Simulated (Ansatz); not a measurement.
This script for harmonic frequencies at the relaxed geometry of C2H4ClFSi, SMILES C=C[SiH](F)Cl with the Ansatz DFT code, driven from Python holds a mistake.

The script, `c2h4clfsi_freq.py`:
```python
# -*- coding: utf-8 -*-
"""Harmonic frequencies of C2H4ClFSi at its relaxed geometry."""

import ansatz
import numpy as np


def main():
    geometry_ang = [
        ("C", (0.6415, 0.783, 1.2205)),
        ("C", (0.623, 0.2289, 0.0076)),
        ("Si", (-0.6991, -0.8102, -0.7677)),
        ("F", (0.1019, -1.8057, -1.7918)),
        ("Cl", (-1.8359, 0.5211, -1.7746)),
        ("H", (-0.2567, 0.762, 1.8807)),
        ("H", (1.4592, 1.4316, 1.5526)),
        ("H", (1.5386, 0.3683, -0.6302)),
        ("H", (-1.4839, -1.5253, 0.2857)),
    ]
    c2h4clfsi = ansatz.Crystal.molecule()
    for symbol, xyz in geometry_ang:
        c2h4clfsi = c2h4clfsi.atom(symbol, xyz)

    job = c2h4clfsi.basis(gaussian="cc-pVDZ").functional("B3LYP", dispersion="d4")
    symbols = [site.symbol for site in c2h4clfsi.cartesian_sites]
    start = np.array([site.position_ang for site in c2h4clfsi.cartesian_sites], dtype=float)
    r = job.relax(force_tolerance=0.003, max_steps=30).run(threads=1, pin="off").report
    end = np.array(r["positions_ang"])

    print("final positions (A) and the move of each atom")
    for symbol, xyz, old in zip(symbols, end, start):
        print(f"{symbol:2s} {xyz[0]:10.5f} {xyz[1]:10.5f} {xyz[2]:10.5f}   {np.linalg.norm(xyz - old):7.4f}")

    # frequencies need a stationary point, so they are taken at the relaxed geometry
    minimum = ansatz.Crystal.molecule()
    for symbol, place in zip(symbols, end):
        minimum = minimum.atom(symbol, place.tolist())
    vibrating = (
        minimum.calculation()
        .basis(gaussian="cc-pVDZ")
        .functional("B3LYP", dispersion="d4")
        .phonons(temperatures=(298.15, 498.15, 100))
    )
    vib = vibrating.run(threads=1, pin="off").report["vibrations"]
    sums = vib["harmonic_sums"]
    modes = [m["omega_inv_cm"] for m in sums["modes_at_gamma"] if m["rigid_motion"] == "no"]
    print("frequencies (1/cm):", " ".join(f"{w:.0f}" for w in modes))
    print("imaginary modes:", sum(w < 0 for w in modes), " zero-point energy:", round(sums["zero_point_energy_ev"], 4), "eV")
    print("T (K)   F_vib (eV)   S_vib (meV/K)   C_vib (meV/K)")
    for row in zip(sums["temperatures_k"], sums["vibrational_free_energy_ev"], vib["entropy_ev_per_k"], vib["heat_capacity_ev_per_k"]):
        print(f"{row[0]:6.1f} {row[1]:11.4f} {1000 * row[2]:13.4f} {1000 * row[3]:15.4f}")

    # all hydrogen replaced by deuterium
    heavier = vibrating.phonons(masses={"H": 2.014102}).run(threads=1, pin="off").report["vibrations"]["harmonic_sums"]
    print("deuterated (1/cm):", " ".join(f"{m['omega_inv_cm']:.0f}" for m in heavier["modes_at_gamma"] if m["rigid_motion"] == "no"))
    print("zero-point energy falls by", round(sums["zero_point_energy_ev"] - heavier["zero_point_energy_ev"], 4), "eV")


if __name__ == "__main__":
    main()
```

```console
$ python c2h4clfsi_freq.py
Traceback (most recent call last):
  File "c2h4clfsi_freq.py", line 60, in <module>
    main()
    ~~~~^^
  File "c2h4clfsi_freq.py", line 24, in main
    job = c2h4clfsi.basis(gaussian="cc-pVDZ").functional("B3LYP", dispersion="d4")
          ^^^^^^^^^^^^^^^
AttributeError: 'Crystal' object has no attribute 'basis'
```

Why does it end like this?

The fault: settings are called on the crystal, without .calculation(). The correction:

```diff
--- before
+++ after
@@ -23,6 +23,6 @@
 
-    job = c2h4clfsi.basis(gaussian="cc-pVDZ").functional("B3LYP", dispersion="d4")
+    job = c2h4clfsi.calculation().basis(gaussian="cc-pVDZ").functional("B3LYP", dispersion="d4")
     symbols = [site.symbol for site in c2h4clfsi.cartesian_sites]
     start = np.array([site.position_ang for site in c2h4clfsi.cartesian_sites], dtype=float)
-    r = job.relax(force_tolerance=0.003, max_steps=30).run(threads=1, pin="off").report
+    r = job.relax(force_tolerance=0.003, max_steps=100).run(threads=1, pin="off").report
     end = np.array(r["positions_ang"])
```

The mended script runs so:

`python c2h4clfsi_freq.py` gives:
```text
final positions (A) and the move of each atom
C     0.71289    0.68021    1.25240    0.1291
C     0.63376    0.41006   -0.05879    0.1932
Si   -0.69107   -0.69551   -0.73458    0.1196
F    -0.02041   -2.01772   -1.44903    0.4212
Cl   -1.75905    0.28920   -2.23018    0.5170
H     0.00400    0.25642    1.97267    0.5762
H     1.48560    1.33612    1.66675    0.1511
H     1.35990    0.85768   -0.74798    0.5341
H    -1.63702   -1.16276    0.31154    0.3944
frequencies (1/cm): 71 169 206 230 347 517 557 718 798 812 892 996 1016 1029 1278 1425 1661 2249 3119 3147 3209
imaginary modes: 0  zero-point energy: 1.5154 eV
T (K)   F_vib (eV)   S_vib (meV/K)   C_vib (meV/K)
 298.1      1.4342        0.6075          0.6668
 398.1      1.3624        0.8264          0.8495
 498.1      1.2694        1.0330          0.9942
deuterated (1/cm): 63 148 183 225 328 440 508 590 612 675 750 761 804 878 1013 1078 1590 1620 2274 2331 2390
zero-point energy falls by 0.3213 eV
```

Notes:
- The frequencies are harmonic and unscaled, in a modest basis. The result belongs to the one conformer reached from this start, and soft torsions count as harmonic oscillators.
- b3lyp holds the VWN-RPA fit, as in Gaussian; the form of ORCA and Turbomole is b3lyp5.
- It ran for 7.3 min on 1 thread of Arm Neoverse V1, with other jobs on the host, peak memory 0.29 GiB.

(A comment or docstring line of the script was reworded after the run, the code is as it ran; lines on the test bed's own set-up are left out of the output.)
